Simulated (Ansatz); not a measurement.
# AlClH3NO: the cost of one run

Program: Ansatz 0.2.0. Level of theory: RKS PBE0-D4/6-31G*. These are calculated values, not measurements.

**1. Starting point**

Bond lengths: Al1–N2 1.920 Å, N2–H3 1.060 Å, N2–H4 1.060 Å, Al1–O5 1.780 Å, O5–H6 1.010 Å, Al1–Cl7 2.230 Å. Angles: Al1–N2–H3 120.0°, Al1–N2–H4 120.0°, H3–N2–H4 120.0°, N2–Al1–O5 120.0°, N2–Al1–Cl7 120.0°, O5–Al1–Cl7 120.0°, Al1–O5–H6 109.5°.

As a file:

```xyz
7

Al    0.0000    0.0000    0.0000
N     0.0000    0.0000    1.9200
H    -0.8770   -0.2713    2.4500
H     0.8770    0.2713    2.4500
O     1.5415    0.0000   -0.8900
H     1.8414   -0.9519   -1.0449
Cl   -1.9312    0.0000   -1.1150
```

**2. Relaxing the start**

input.yaml reads:

```yaml
crystal:
  periodic: [false, false, false]
  atoms:
    - { symbol: Al, position_ang: [0.0, 0.0, 0.0] }
    - { symbol: "N", position_ang: [0.0, 0.0, 1.92] }
    - { symbol: H, position_ang: [-0.877, -0.2713, 2.45] }
    - { symbol: H, position_ang: [0.877, 0.2713, 2.45] }
    - { symbol: O, position_ang: [1.5415, 0.0, -0.89] }
    - { symbol: H, position_ang: [1.8414, -0.9519, -1.0449] }
    - { symbol: Cl, position_ang: [-1.9312, 0.0, -1.115] }
basis:
  gaussian: { orbitals: "6-31G*" }
hamiltonian:
  xc: pbe0
  dispersion: d4
relax:
  f_tol: 0.02
  max_steps: 40
output:
  orbitals: {}
```

Launch:

```console
ansatz run input.yaml --threads 1 --pin off --max-ram 2048MiB --backend cpu --events-out ev --progress --plain --runs-dir out
```

What time and memory should one allow on 1 thread of Arm Neoverse V2, shared host?

About 31 s, with a peak of 0.16 GiB.
